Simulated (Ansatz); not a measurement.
# CHGeSi (doublet): the correlation ladder, cc-pVDZ

An exercise on one series of results from a longer session: the logs are not shown, and one member is left open.

The runs use Ansatz 0.2.0, Gaussian basis; cc-pVDZ, core rule «outside noble gas», up to 20 orbitals frozen.

The runs, in order: UHF; CCSD(T) on ROHF; CCSD(T) on UHF; BCCD(T) on ROHF; CISD as a restricted active space (open shells left free, so some higher excitations enter); CCSDT(Q) on ROHF; CCSDT(Q) on UHF; CASSCF and MRCISD+Q, 9 electrons in 9 orbitals; CASSCF and NEVPT2, 9 electrons in 9 orbitals.

22 further runs of the same task are left out: 7 that didn't finish, 15 set aside as unsound or not needed. Runs told in other sessions of the task aren't counted.

## The system

The geometry is a PBE0/def2-TZVP stationary point (not a proven minimum) of the parent state, kept for this charge and spin. No spin-orbit coupling is included. The filled d shell of Ge may be among the frozen orbitals whatever the setting's name suggests.

4 atoms, charge 0, spin multiplicity 2.

Atoms are counted from 1 here; the program's logs count them from 0.

Bond lengths: C1–Si2 1.737 Å, Si2–Ge3 2.247 Å, Si2–H4 1.700 Å, Ge3–H4 1.787 Å. Angles: C1–Si2–Ge3 161.9°, C1–Si2–H4 110.3°, Ge3–Si2–H4 51.6°, Si2–Ge3–H4 48.2°, Si2–H4–Ge3 80.2°.

The first run:

Input file in.yaml:

```yaml
crystal:
  periodic: [false, false, false]
  atoms:
    - {symbol: C, position_ang: [0.000000, 0.201284, 2.951795]}
    - {symbol: Si, position_ang: [0.000000, -0.185302, 1.258644]}
    - {symbol: Ge, position_ang: [0.000000, 0.021187, -0.979275]}
    - {symbol: H, position_ang: [0.000000, 1.237918, 0.329124]}
basis:
  gaussian: {orbitals: cc-pVDZ}
magnetization: {spin_polarized: true, initial_magnetization: 1}
hamiltonian: {xc: hf}
output: {orbitals: {seedname: orbitals}}
```

Run with:

```
ansatz run in.yaml --threads 1 --pin off --events-out ev --progress --plain --max-ram 2393MiB
```

Among the steps run: UHF; CCSD(T) on ROHF; CCSD(T) on UHF; BCCD(T) on ROHF; CISD as a restricted active space (open shells left free, so some higher excitations enter); CCSDT(Q) on ROHF; CCSDT(Q) on UHF; CASSCF and MRCISD+Q, 9 electrons in 9 orbitals; CASSCF and NEVPT2, 9 electrons in 9 orbitals.

One table of the session follows, with a row left open; its other results are not shown here.

| method | from RCCSDT(Q) (meV) |
| --- | --- |
| ROHF | +9371.3 |
| UHF | +8688.9 |
| RMP2 | +1939.1 |
| UMP2 | +2069.2 |
| CISD | +1933.2 |
| RCCSD | +755.9 |
| UCCSD | +716.0 |
| RCCSD(T) | +155.5 |
| UCCSD(T) | +218.8 |
| BCCD(T) | +170.1 |
| RCCSDT | +83.6 |
| UCCSDT | ? |
| RCCSDT(Q) | 0 |
| UCCSDT(Q) | -24.0 |

Estimate the missing values for UCCSDT.

**Answer.** from RCCSDT(Q) (meV): +79.7. In the column «from RCCSDT(Q) (meV)» it lies between RCCSDT(Q) (0) and RCCSDT (+83.6).

Not comparable, so not listed: CASSCF and NEVPT2, 9 electrons in 9 orbitals (they don't share determinant, frozen orbitals or solution with the rows shown, or repeat one).

Caveats from the session: The determinant of HF (⟨S²⟩ 1.55) is far from a pure spin state, so its energy mixes those of several spin states; that is harmless only where they are near-degenerate. The determinant of CCSD(T) (⟨S²⟩ 1.55) is far from a pure spin state, so its energy mixes those of several spin states; high orders of coupled cluster remove much of that, low ones don't. The determinant of CCSDT(Q) (⟨S²⟩ 1.55) is far from a pure spin state, so its energy mixes those of several spin states; high orders of coupled cluster remove much of that, low ones don't. Left out of the table: CASSCF frontier, MRCISD frontier, MRCISD+Q frontier (the active space lost an orbital or holds another state than full CI finds). Warnings: spin contamination; large T1 diagnostic. Restricted and unrestricted rows rest on different reference determinants; a gap between their highest levels can come from leftover correlation error, from unlike frozen cores or from another state. Warnings in the runs' records: passed over end.
